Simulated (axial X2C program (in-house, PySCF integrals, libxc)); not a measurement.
# TbH⁺: Ω levels from open-shell CI on f9 s0

Aim: the spin–orbit levels of TbH⁺ that arise from the configuration f9 s0 of Tb, and how they move with the bond.

Computed with an in-house X2C program for linear molecules on PySCF integrals. Level: two-component X2C, average-of-configuration Hartree–Fock and CI in the open shells.

All values are calculated.

### 1 The job

task.json

```json
{
 "zs": [
  65,
  1
 ],
 "q": 1,
 "bas": [
  "dyall-v3z",
  "dyall-v3z"
 ],
 "r0": 1.85,
 "metal": 0,
 "shells": [
  [
   3,
   [
    0,
    1,
    2,
    3
   ],
   9
  ],
  [
   0,
   [
    0
   ],
   0
  ]
 ],
 "fix": 0,
 "emax": 2.2,
 "nroots": 4
}
```

Keys: zs atomic numbers; q charge; bas basis sets; r0 starting distance in Å; metal index of the metal atom; shells open shells as [l, |m| values, electrons]; fix electron count of the first shell held; emax energy window in eV; nroots roots for each Ω.

On the command line:

```sh
$ python soci.py task.json out
```

Two-component X2C with atomic mean-field Coulomb and Gaunt terms, basis Tb dyall-v3z, H dyall-v3z (cores contracted in-house). Orbitals come from Hartree–Fock averaged over the configuration Tb f9 s0; CI then distributes these electrons over the f, s shells of Tb.

### 2 CI at R = 2.042 Å

Output:

```text
average of configuration f9 s0
basis functions 195  fitting functions 987
iter      average energy  largest gradient
   1     -11700.401419747   4.77e+00
   2     -11700.705613273   5.91e-02
   3     -11700.706264092   8.80e-03
   4     -11700.706549370   2.09e-02
   5     -11700.706591558   6.71e-04
   6     -11700.706595767   1.38e-03
   7     -11700.706596500   3.24e-04
   8     -11700.706596579   8.19e-05
   9     -11700.706596604   4.86e-05
  10     -11700.706596606   1.44e-05
converged
CI levels
2*Omega        energy/Eh    cm-1   g(par)  dipole/D  leading shell counts
   15    -11700.98175237        0  19.929   -5.583  {'9 0': 1.0}
   13    -11700.98094511      177  17.168   -5.570  {'9 0': 1.0}
   11    -11700.98024360      331  14.455   -5.548  {'9 0': 1.0}
    9    -11700.97963389      465  11.772   -5.531  {'9 0': 1.0}
    7    -11700.97911905      578   9.117   -5.522  {'9 0': 1.0}
    5    -11700.97871197      667   6.487   -5.521  {'9 0': 1.0}
    3    -11700.97842867      729   3.881   -5.524  {'9 0': 1.0}
    1    -11700.97828304      761   1.292   -5.528  {'9 0': 1.0}
   13    -11700.96955493     2677  16.730   -5.569  {'9 0': 1.0}
   11    -11700.96887570     2826  13.970   -5.546  {'9 0': 1.0}
    9    -11700.96822560     2969  11.294   -5.540  {'9 0': 1.0}
    7    -11700.96767741     3089   8.702   -5.534  {'9 0': 1.0}
    5    -11700.96725630     3182   6.171   -5.527  {'9 0': 1.0}
    3    -11700.96697059     3244   3.683   -5.520  {'9 0': 1.0}
    1    -11700.96682576     3276   1.224   -5.516  {'9 0': 1.0}
   11    -11700.96063764     4634  13.482   -5.555  {'9 0': 1.0}
    9    -11700.96000632     4773  10.723   -5.540  {'9 0': 1.0}
    7    -11700.95941089     4903   8.123   -5.539  {'9 0': 1.0}
    5    -11700.95892372     5010   5.698   -5.533  {'9 0': 1.0}
    3    -11700.95859123     5083   3.378   -5.521  {'9 0': 1.0}
    1    -11700.95842302     5120   1.118   -5.512  {'9 0': 1.0}
    9    -11700.95373322     6149  10.150   -5.544  {'9 0': 1.0}
    7    -11700.95314901     6278   7.369   -5.539  {'9 0': 1.0}
    5    -11700.95257432     6404   4.963   -5.537  {'9 0': 1.0}
    3    -11700.95213301     6501   2.914   -5.526  {'9 0': 1.0}
    1    -11700.95191882     6548   0.957   -5.510  {'9 0': 1.0}
   11    -11700.94027003     9104  15.951   -5.523  {'9 0': 1.0}
```

Dipoles in the output refer to the first atom as origin, so for this ion they depend on that choice.

Wall time 0.86 s (1 thread of Intel Xeon 6975P-C (Granite Rapids), shared host); peak memory 0.3 GiB.

Active spinors (ω > 0; filled shells left out):

```csv
shell,ω,ε (eV),character
f,5/2,-8.47,100% Tb f
f,3/2,-8.42,100% Tb f
f,1/2,-8.38,100% Tb f
f,7/2,-7.75,100% Tb f
f,5/2,-7.70,100% Tb f
f,3/2,-7.67,100% Tb f
f,1/2,-7.64,100% Tb f
s,1/2,-1.65,"85% Tb s, 14% Tb p"
```

The levels:

```csv
Ω,energy (cm⁻¹),g∥,configuration
15/2,0,19.93,100% f9
13/2,177,17.17,100% f9
11/2,331,14.46,100% f9
9/2,465,11.77,100% f9
7/2,578,9.12,100% f9
5/2,667,6.49,100% f9
3/2,729,3.88,100% f9
1/2,761,1.29,100% f9
13/2,2677,16.73,100% f9
11/2,2826,13.97,100% f9
9/2,2969,11.29,100% f9
7/2,3089,8.70,100% f9
5/2,3182,6.17,100% f9
3/2,3244,3.68,100% f9
1/2,3276,1.22,100% f9
11/2,4634,13.48,100% f9
9/2,4773,10.72,100% f9
7/2,4903,8.12,100% f9
5/2,5010,5.70,100% f9
3/2,5083,3.38,100% f9
```

g∥ is the magnitude of 2⟨Lz + ge Sz⟩ for the +Ω component.

### 3 The same at R = 1.899 Å

| Ω | energy (cm⁻¹) | g∥ | configuration |
| --- | --- | --- | --- |
| 15/2 | 0 | 19.93 | 100% f9 |
| 13/2 | 153 | 17.18 | 100% f9 |
| 11/2 | 287 | 14.48 | 100% f9 |
| 9/2 | 408 | 11.79 | 100% f9 |
| 7/2 | 516 | 9.12 | 100% f9 |
| 5/2 | 605 | 6.49 | 100% f9 |
| 3/2 | 669 | 3.88 | 100% f9 |
| 1/2 | 703 | 1.29 | 100% f9 |
| 13/2 | 2663 | 16.72 | 100% f9 |
| 11/2 | 2792 | 13.99 | 100% f9 |

### 4 Curves along the bond

The same input was run at the other distances (logs left out). Energies in cm⁻¹ from the lowest point; levels are followed by energy order within each Ω.

```csv
R (Å),(1)Ω=15/2,(1)Ω=13/2,(1)Ω=11/2,(1)Ω=9/2,(1)Ω=7/2,(1)Ω=5/2,(1)Ω=3/2
1.899,844,997,1131,1252,1360,1449,1513
1.971,215,383,529,658,770,860,923
2.042,0,177,331,465,578,667,729
2.124,157,340,498,634,747,835,896
2.205,651,836,995,1131,1243,1329,1387
2.297,1529,1712,1870,2004,2112,2196,2252
2.410,2942,3122,3276,3405,3509,3588,3642
```

Constants where the minimum is well bracketed:

```
level of the curve  Te (cm⁻¹)  Re (Å)  ωe (cm⁻¹)
         (1)Ω=15/2          0   2.051     1461.3
         (1)Ω=13/2        178   2.049     1455.4
         (1)Ω=11/2        332   2.048     1450.1
          (1)Ω=9/2        466   2.047     1445.8
          (1)Ω=7/2        579   2.047     1442.8
          (1)Ω=5/2        669   2.047     1440.7
          (1)Ω=3/2        731   2.048     1439.6
```

### 5 What came out

| quantity | value |
| --- | --- |
| lowest level of the model | Ω = 15/2, g∥ = 19.93, 100% f9 |
| next level | Ω = 13/2, 177 cm⁻¹ higher |
| lowest curve, Re and ωe | 2.051 Å, 1461.3 cm⁻¹ |

What this shows: In the lowest level ⟨Sz⟩ = 2.46 and ⟨Lz⟩ = 5.04; its leading determinant has weight 0.27 among 208. The 8 lowest levels are the Ω components of the Hund's-rule level 6H15/2 of f9 (free-ion gJ = 1.333), split by the axial field over 761 cm⁻¹. From 2.042 to 1.899 Å the gap from the lowest to the fifth level goes from 578 to 516 cm⁻¹. Without dynamic correlation distances can be off by several hundredths of an Å, and the wavenumbers are rough. Dynamic correlation is missing, so gaps between terms are too wide and other configurations may lie lower; the lowest level listed is that of this model, not necessarily the ground state. At most 4 roots were kept for each Ω > 0 (twice that for Ω = 0) within 2.2 eV of the lowest, so higher up levels can be missing between those listed; levels with Ω > 0 are doubly degenerate and listed once, Ω = 0 levels singly. States that fill the shells left empty in the average are placed too high.
